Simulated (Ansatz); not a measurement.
# Ta3W2: the cost of one run

Method: DFT PBE, scalar-relativistic, plane waves, PAW, in Ansatz 0.2.0.

2 further runs of the same task are left out: 1 that didn't finish, 1 set aside as unsound or not needed.

## Step 1: The starting structure

Symmetry: Fmmm, No. 69, orthorhombic system. Conventional cell: a = 3.250 Å, b = 4.654 Å, c = 22.840 Å, α = 90.00°, β = 90.00°, γ = 90.00°. Ta (site symmetry mmm) is surrounded by 4 W at 2.78 Å and 4 Ta at 2.84 Å. Ta (site symmetry mm2) is surrounded by 2 W at 2.78 Å and 6 Ta at 2.84 to 2.89 Å. W (site symmetry mm2) is surrounded by 4 Ta at 2.78 Å and 4 W at 2.84 Å.

Coordinates:

```
Ta W
1.0
     0.00000    2.32677   11.42021
     1.62485    0.00000   11.42021
     1.62485    2.32677    0.00000
Ta W
3 2
Direct
  0.00000 0.00000 0.00000
  0.19764 0.19764 0.80236
  0.80236 0.80236 0.19764
  0.59901 0.59901 0.40099
  0.40099 0.40099 0.59901
```

It is the end of an earlier relaxation with the same method, from a generated guess; it needn't be the stable form of this composition. At a tolerance of 0.05 Å it has space group Fmmm (No. 69); it has 17.27 Å³/atom, an uncorrected energy of -0.04 eV/atom over the elements.

## Step 2: Bands, states and charges

Contents of input.yaml:

```yaml
crystal:
  lattice:
    - [0.0, 2.3267739811, 11.4202138628]
    - [1.6248485652, 0.0, 11.4202138628]
    - [1.6248485652, 2.3267739811, 0.0]
  atoms:
    - { symbol: Ta, position: [0.0, 0.0, 0.0] }
    - { symbol: Ta, position: [0.1976366674, 0.1976366674, 0.8023633326] }
    - { symbol: Ta, position: [0.8023633326, 0.8023633326, 0.1976366674] }
    - { symbol: W, position: [0.5990141727, 0.5990141727, 0.4009858273] }
    - { symbol: W, position: [0.4009858273, 0.4009858273, 0.5990141727] }
basis:
  ecutwfc: 420
kpoints:
  mp_grid: { grid: [14, 14, 14] }
  band_path:
    path:
      - [[0.0, 0.0, 0.0], [0.5, 0.0, 0.5], [1.0, 0.5, 0.5], [0.5, 0.5, 0.0], [0.0, 0.0, 0.0], [0.0, 0.37697585, 0.37697585]]
      - [[1.0, 0.62302415, 0.62302415], [1.0, 0.5, 0.5]]
      - [[0.5, 0.0, 0.5], [0.5, 0.13314571, 0.63314571]]
      - [[0.5, 0.86685429, 0.36685429], [0.5, 0.5, 0.0]]
    npoints: 14
hamiltonian:
  xc: pbe
scf:
  occupations: { method: gaussian, width: 0.1 }
  n_extra_bands: 12
output:
  forces: true
  stress: true
  eigenvalues: true
  populations: true
  dos: { projected: true, de: 0.02, nscf_kmesh: { grid: [17, 17, 17] } }
  bader: true
  write_density: true
  write_potential: true
  elf: true
  volumetric_format: npy
```

Started as:

```sh
$ ansatz run input.yaml --threads 4 --pin off --max-ram 8192MiB --backend cpu --events-out ev --progress --plain --runs-dir out
```

**Question.** How long does this run take on 4 threads of AMD EPYC (Zen 3), shared host, and how much memory does it need?

About 2.2 min, with a peak of 2 GiB.
